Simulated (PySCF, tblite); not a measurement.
**C₅H₁₁O₂Si radical: geometry, infrared bands and EPR parameters**

Wanted: the infrared bands and EPR parameters of C₅H₁₁O₂Si radical (`[CH2]CO[SiH2]OC1CC1`), by calculation.

The runs use tblite 0.8.0 and PySCF 2.14.0, with density-fitted response routines of our own; the level of theory stands in each step. All values are computed, except where a source is named. Atoms are numbered from 0 throughout.

## 1. The molecule as given

19 atoms, charge 0, multiplicity 2; geometry from: force field or distance geometry start.

Bonds of the start (Å): C0–C1 1.53, C1–O2 1.38, O2–Si3 1.72, Si3–O4 1.74, O4–C5 1.41, C5–C6 1.52, C6–C7 1.53, C7–C5 1.49, C0–H8 1.10, C0–H9 1.09, C1–H10 1.10, C1–H11 1.11, Si3–H12 1.49, Si3–H13 1.46, C5–H14 1.09, C6–H15 1.10, C6–H16 1.12, C7–H17 1.10, C7–H18 1.11.

## 2. Relaxing the molecule with GFN2-xTB

What the job is given:

```
{"job": {"kind": "relax", "xc": "GFN2-xTB", "basis": "xTB"}, "charge": 0, "multiplicity": 2}
C      3.994500    -0.817100     0.297500
C      2.974600     0.174100    -0.270500
O      1.736400    -0.322700     0.094500
Si     0.442300     0.669700    -0.463000
O     -0.939900     0.401200     0.557100
C     -2.015800    -0.088800    -0.217600
C     -3.380300     0.497700     0.091700
C     -2.982600    -0.901500     0.576500
H      3.780800    -1.838100    -0.057500
H      5.008200    -0.541400     0.006400
H      3.100100     0.301200    -1.357200
H      3.148300     1.151000     0.222000
H      0.818900     2.088000    -0.231600
H      0.076600     0.401000    -1.850000
H     -1.849000    -0.227000    -1.284500
H     -4.166900     0.461800    -0.678400
H     -3.409100     1.308300     0.865800
H     -2.902400    -0.949700     1.673000
H     -3.444500    -1.758500     0.033700
```

Command:

```sh
$ OMP_NUM_THREADS=1 python probes_run.py task.json out
```

The driver reads the jobs from task.json and runs them one after another.

**Question.** This job is followed by: GFN2-xTB harmonic vibrations, gas phase; UKS B3LYP, pcH-1 on C H O Si, non-relativistic, mean-field spin-orbit, GIAO. What will the session give for the following? strongest single infrared mode (GFN2-xTB); zero-point energy (GFN2-xTB); g(iso) (B3LYP); ⟨S²⟩; largest a(iso) (averaged by class); potential on the surface of density 0.002 e/bohr³, 1st and 99th percentile.

**Answer**, as computed:

| quantity | value |
| --- | --- |
| strongest single infrared mode (GFN2-xTB) | 2181 cm⁻¹, 405 km/mol |
| zero-point energy (GFN2-xTB) | 91.1 kcal/mol |
| g(iso) (B3LYP) | 2.00262 |
| ⟨S²⟩ | 0.754 (exact 0.75) |
| largest a(iso) (averaged by class) | 1H on H10, H11, 129.1 MHz |
| potential on the surface of density 0.002 e/bohr³, 1st and 99th percentile | -1.59 V and 1.15 V |

What this shows: Over 103 steps the energy fell by 1.374 eV; of the close pairs, Si3–O4 changed most, 1.739 to 1.611 Å. No mode is imaginary among the 51: a minimum at this level. The strongest single mode, at 2181 cm⁻¹, moves mainly H12 and H13. Unscaled tight-binding wavenumbers are off by several per cent, some by more. Its intensities can rank the bands wrongly. Most of the unpaired spin sits on C0 (1.08 e). The isotropic g lies 0.3 ppt above the free-electron value. These values are for one conformer; the search (at its own cheap level) found 2 more, at 0.99, 2.14 kcal/mol, and measured spectra average over such forms.
